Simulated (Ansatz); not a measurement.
# Ge: the cost of one run

Method: DFT PBE, scalar-relativistic, plane waves, PAW, in Ansatz 0.2.0.

## Step 1: The starting structure

It takes space group Fd-3m (No. 227, cubic). Conventional cell: a = 5.658 Å, b = 5.658 Å, c = 5.658 Å, α = 90.00°, β = 90.00°, γ = 90.00°. Ge (site symmetry -43m) is surrounded by 4 Ge at 2.45 Å.

Coordinates:

```cif
data_structure
_symmetry_space_group_name_H-M 'P 1'
_symmetry_Int_Tables_number 1
_cell_length_a 4.0005
_cell_length_b 4.0005
_cell_length_c 4.0005
_cell_angle_alpha 60.000
_cell_angle_beta 60.000
_cell_angle_gamma 60.000
_cell_volume 45.27
loop_
_atom_site_label
_atom_site_type_symbol
_atom_site_fract_x
_atom_site_fract_y
_atom_site_fract_z
_atom_site_occupancy
Ge1 Ge 0.50000 0.50000 0.50000 1
Ge2 Ge 0.75000 0.75000 0.75000 1
```

No relaxation comes first: the listed cell is the starting point.

## Step 2: Zero of energy

Reference values: F = -8589.9406 eV; pressure 3.67 GPa; largest force 0.000 eV/Å; gap on the mesh none (metal). It was computed beforehand with the settings of the runs below.

## Step 3: Setting up a strain scan

The cell is strained by ε times the Voigt pattern (0, 0, 0, 0, 0, 1) (xx, yy, zz, yz, xz, xy; engineering shear), with fractional coordinates fixed (clamped ions). The stress on the pattern is the sum of the stress components weighted by it, tension positive.

## Step 4: ε = -0.0200

Input file input.yaml:

```yaml
crystal:
  lattice:
    - [-0.0282877, 2.82877, 2.82877]
    - [2.82877, -0.0282877, 2.82877]
    - [2.8004823, 2.8004823, 0.0]
  atoms:
    - { symbol: Ge, position: [0.5, 0.5, 0.5] }
    - { symbol: Ge, position: [0.75, 0.75, 0.75] }
basis:
  ecutwfc: 420
kpoints:
  mp_grid: { grid: [14, 14, 14] }
hamiltonian:
  xc: pbe
scf:
  occupations: { method: gaussian, width: 0.15 }
output:
  forces: true
  stress: true
  eigenvalues: true
```

On the command line:

```
> ansatz run input.yaml --threads 1 --pin off --max-ram 2560MiB --backend cpu --events-out ev --progress --plain --runs-dir out
```

What time and memory should one allow on 1 thread of Arm Neoverse V1, shared host?

About 17 s, with a peak of 0.52 GiB.
